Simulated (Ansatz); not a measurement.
The same calculation of BaAlGe, space group P-6m2 as a Python script and as an input file (the Python package of Ansatz (0.2.0)).

Script `deck.py`:
```python
"""Single point of BaAlGe through the engine session."""

import ansatz


def main() -> None:
    config = {
        "crystal": {
            "lattice": [[4.352617, 0.0, 0.0], [-2.176308, 3.769477, 0.0], [0.0, 0.0, 5.227767]],
            "atoms": [
                {"symbol": "Ba", "position": [0.0, 0.0, 0.0]},
                {"symbol": "Al", "position": [0.666667, 0.333333, 0.5]},
                {"symbol": "Ge", "position": [0.333333, 0.666667, 0.5]},
            ],
        },
        "kpoints": {"mp_grid": {"grid": [6, 6, 5]}},
        "hamiltonian": {"xc": "r2scan"},
        "scf": {"occupations": {"method": "cold", "width": 0.1}},
        "basis": {"ecutwfc": "42 Ry"},
        "output": {"stress": True, "eigenvalues": True},
    }

    planned = ansatz.Session.from_dict(config).plan(threads=1, pin="off")
    res = planned.execute()
    report = res.report

    print(f"free energy      {report['free_energy_ev']:.5f} eV")
    print(f"per atom         {report['free_energy_ev'] / len(res.lattice.sites):.5f} eV")
    print(f"SCF iterations   {report['n_iterations']}  (converged: {report['converged']})")

    fermi = report["fermi_energy_ev"]
    print("levels less the Fermi level (eV) at the first k-points")
    for k, levels in list(zip(report["kpoints_frac"], report["eigenvalues_ev"]))[:3]:
        print("k = ({:.3f}, {:.3f}, {:.3f})".format(*k))
        print("   ", " ".join(f"{e - fermi:.3f}" for e in levels))


if __name__ == "__main__":
    main()
```

`python deck.py` gives:
```text
DeckWarning: the atoms were moved onto the symmetric positions of the space group found under crystal.symmetry.tolerance 1.0e-5 (fractional; no operation is sought that the atoms, as they stand in a round, miss by more than twice it, and no atom is moved by as much as it), and the run uses the moved positions. Before a round's move an operation carried an atom to 4.35e-6 Å from where it should land, the largest such distance. Atom 1 (counting from 0) moved farthest, by 2.51e-6 Å; the longest [...]
free energy      -10809.48537 eV
per atom         -3603.16179 eV
SCF iterations   8  (converged: True)
levels less the Fermi level (eV) at the first k-points
k = (0.000, 0.000, 0.000)
    -28.904 -24.738 -24.738 -24.710 -24.703 -24.703 -13.837 -13.530 -13.530 -10.313 -1.682 -1.201 -1.201 -0.389 0.597 2.934 2.934 4.176
k = (0.000, 0.000, 0.200)
    -28.903 -24.738 -24.738 -24.710 -24.703 -24.703 -13.942 -13.527 -13.527 -10.072 -2.585 -1.125 -1.125 0.320 0.993 2.317 2.317 3.405
k = (0.000, 0.000, 0.400)
    -28.901 -24.738 -24.738 -24.710 -24.703 -24.703 -14.094 -13.523 -13.523 -9.673 -3.484 -0.988 -0.988 0.749 1.834 1.834 2.080 2.629
```
(Warnings from the package without file and line, shortened, repeats left out.)

`input.yaml`:
```yaml
crystal:
  lattice:
    - [4.352617, 0.0, 0.0]
    - [-2.176308, 3.769477, 0.0]
    - [0.0, 0.0, 5.227767]
  atoms:
    - { symbol: Ba, position: [0.0, 0.0, 0.0] }
    - { symbol: Al, position: [0.666667, 0.333333, 0.5] }
    - { symbol: Ge, position: [0.333333, 0.666667, 0.5] }
kpoints:
  mp_grid:
    grid: [6, 6, 5]
hamiltonian:
  xc: r2scan
scf:
  occupations:
    method: cold
    width: 0.1
basis:
  ecutwfc: "42 Ry"
output:
  stress: true
  eigenvalues: true
```

Reading the output:
- Absolute energies stand on the zero of these potentials, so only differences at equal settings mean something.
- The computed bands are complete only to about 2.6 eV above the Fermi level.
- For a metal this k-point mesh is coarse: on a finer one energies can move by several to tens of meV an atom and pressures by half a GPa or more, differences at one mesh by less.
- This cell is a computed structure, which may not be the phase found in nature.
- Gaps and levels are Kohn-Sham values on a finite set of k-points, without spin-orbit coupling.
- Processor time in the engine: 10 s on 1 thread of Intel(R) Xeon(R) Processor @ 2.30GHz (shared host), peak memory 0.81 GiB.
